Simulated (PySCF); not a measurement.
**C₃H₁₂N₂OSi: electronic excitations**

Wanted: the electronic excitations of C₃H₁₂N₂OSi (`CC[Si](N)(N)OC`), by calculation.

Programs: PySCF 2.14.0, with density-fitted response routines of our own. Each step states its level of theory. These are calculated values for one molecule in the gas phase, unless marked as measured. Atoms count from 0, in the outputs and in this text.

## 1. Starting geometry

19 atoms, charge 0, multiplicity 1; geometry from: GFN2-xTB.

Bonds of the start (Å): C0–C1 1.53, C1–Si2 1.90, Si2–N3 1.73, Si2–N4 1.73, Si2–O5 1.64, O5–C6 1.40, C0–H7 1.09, C0–H8 1.09, C0–H9 1.09, C1–H10 1.09, C1–H11 1.09, N3–H12 1.01, N3–H13 1.01, N4–H14 1.01, N4–H15 1.01, C6–H16 1.09, C6–H17 1.09, C6–H18 1.09.

## 2. Excited states and response: CAM-B3LYP/def2-SVPD

Job settings and geometry (Å):

```
{"job": {"kind": "uv", "xc": "CAM-B3LYP", "basis": "def2-SVPD", "nstates": 8, "ntriplets": 3}, "charge": 0, "multiplicity": 1}
C      1.644553    -0.482946     1.500452
C      0.183990    -0.801617     1.196441
Si    -0.319338    -0.370057    -0.586736
N     -2.016279    -0.687993    -0.732968
N      0.651702    -1.295918    -1.678582
O     -0.071077     1.208693    -0.952847
C     -0.636819     2.324057    -0.325255
H      1.869290     0.555083     1.264533
H      1.870235    -0.651182     2.552994
H      2.303803    -1.113590     0.908470
H     -0.449975    -0.246208     1.889100
H      0.005323    -1.856858     1.397155
H     -2.475449    -0.359408    -1.567874
H     -2.339929    -1.616943    -0.521745
H      0.464871    -1.188247    -2.663035
H      1.648102    -1.281041    -1.533951
H     -0.375578     3.205139    -0.913417
H     -1.722922     2.231257    -0.269395
H     -0.244307     2.437027     0.688421
```

With the program's defaults for keys left out, this is: TDDFT CAM-B3LYP/def2-SVPD, vertical, gas phase, core orbitals frozen in the response.

The run is started by

```sh
$ OMP_NUM_THREADS=1 python probes_run.py task.json out
```

One launch serves the whole session: the jobs run in the order shown.

Output:

```text
coarse grid: 15536 points
cycle   1  E = -595.2175795427  dE =  7.197e-01  |g| = 8.019e-01  |ddm| = 6.652e+00
cycle   2  E = -595.1761586601  dE =  4.142e-02  |g| = 9.596e-01  |ddm| = 3.807e+00
cycle   3  E = -595.3497414269  dE = -1.736e-01  |g| = 9.050e-02  |ddm| = 1.455e+00
cycle   4  E = -595.3510018848  dE = -1.260e-03  |g| = 4.382e-02  |ddm| = 1.607e-01
cycle   5  E = -595.3514027346  dE = -4.008e-04  |g| = 7.082e-03  |ddm| = 1.129e-01
cycle   6  E = -595.3514126057  dE = -9.871e-06  |g| = 2.547e-03  |ddm| = 1.603e-02
final grid: 143208 points
cycle   7  E = -595.4403830158  dE = -3.694e-05  |g| = 5.348e-03  |ddm| = 8.120e-02
cycle   8  E = -595.4403814694  dE =  1.546e-06  |g| = 6.188e-03  |ddm| = 2.034e-02
cycle   9  E = -595.4403891749  dE = -7.706e-06  |g| = 4.364e-04  |ddm| = 1.127e-02
cycle  10  E = -595.4403892082  dE = -3.330e-08  |g| = 2.383e-04  |ddm| = 9.169e-04
cycle  11  E = -595.4403892195  dE = -1.130e-08  |g| = 5.499e-05  |ddm| = 4.054e-04
cycle  12  E = -595.4403892202  dE = -6.620e-10  |g| = 1.006e-05  |ddm| = 1.379e-04
converged SCF energy = -595.4403892202

Static polarisability (au): isotropic 80.245, principal 75.560 81.350 83.826

Singlet excitations
state   eV       nm        f      main configurations
  1   6.5973    187.9   0.03448   H->L 0.76
  2   6.8745    180.4   0.06036   H-1->L 0.48, H-2->L 0.16, H->L+2 0.10
  3   7.3896    167.8   0.00626   H-2->L 0.59, H-1->L 0.24
  4   7.8506    157.9   0.00503   H->L+1 0.38, H-3->L 0.14, H->L+2 0.10
  5   8.0098    154.8   0.00201   H-1->L+1 0.31, H-3->L 0.28
  6   8.1229    152.6   0.02213   H-3->L 0.19, H->L+1 0.17, H-2->L+1 0.11
  7   8.1571    152.0   0.00522   H->L+3 0.40, H->L+6 0.17
  8   8.2140    150.9   0.02499   H-2->L+1 0.39, H-1->L+2 0.13

Triplet excitations (Tamm-Dancoff, eV): 6.2799 6.5051 7.2419
```

Wall time 69 s (1 thread of Arm Neoverse V1, shared host); peak memory 1.2 GiB.

The orbitals next to the gap, with their largest atomic shares:

| orbital | eV | atoms |
| --- | --- | --- |
| HOMO−3 | -9.92 | O5 50 %, C6 13 %, H17 8 % |
| HOMO−2 | -9.18 | O5 30 %, N3 20 %, C1 12 % |
| HOMO−1 | -9.10 | N4 34 %, N3 19 %, Si2 11 % |
| HOMO | -8.72 | N4 39 %, N3 33 %, Si2 6 % |
| LUMO | 1.03 | Si2 26 %, H12 8 %, H14 7 % |
| LUMO+1 | 1.69 | C0 19 %, H8 9 %, H12 8 % |
| LUMO+2 | 1.87 | C6 23 %, H16 11 %, H17 10 % |

With each of the 8 states as a Gaussian band of 0.4 eV half-width at 1/e, the curve within the window shown has maxima at 183 nm (ε 3,500), 153 nm (ε 2,300) L/(mol cm). Beyond the last state computed it falls off for lack of states. The curve at chosen wavelengths:

(nm, ε (L/mol/cm)): (146, 1046), (148, 1585), (151, 2192), (153, 2279), (156, 1930), (158, 1533), (161, 994), (163, 774), (166, 709), (168, 842), (170, 1111), (173, 1729), (175, 2224), (178, 2929), (180, 3271), (183, 3471), (185, 3381), (187, 3136), (190, 2575), (192, 2143), (195, 1512), (197, 1144), (200, 705), (202, 490), (205, 267), (207, 171)

Further results of this job:

| property | computed |
| --- | --- |
| dipole moment (D) | 0.46 |
| polarisability (Å³) | 11.89 |
| HOMO–LUMO gap (eV) | 9.75 |
| −ε(HOMO) (eV) | 8.72 |

## 3. Outcome

```
                                quantity                        value
    lowest singlet (CAM-B3LYP/def2-SVPD)  6.60 eV (188 nm), f = 0.034
brightest single state of those computed  state 2, 6.87 eV, f = 0.060
                          lowest triplet                      6.28 eV
```

What this shows: The lowest singlet, at 6.60 eV, is HOMO→LUMO 0.76 and is weak; of the 8 states computed, the strongest absorption comes from state 2 at 6.87 eV. The lowest triplet lies 0.32 eV below the lowest singlet (triplets in Tamm-Dancoff, singlets in full TDDFT).
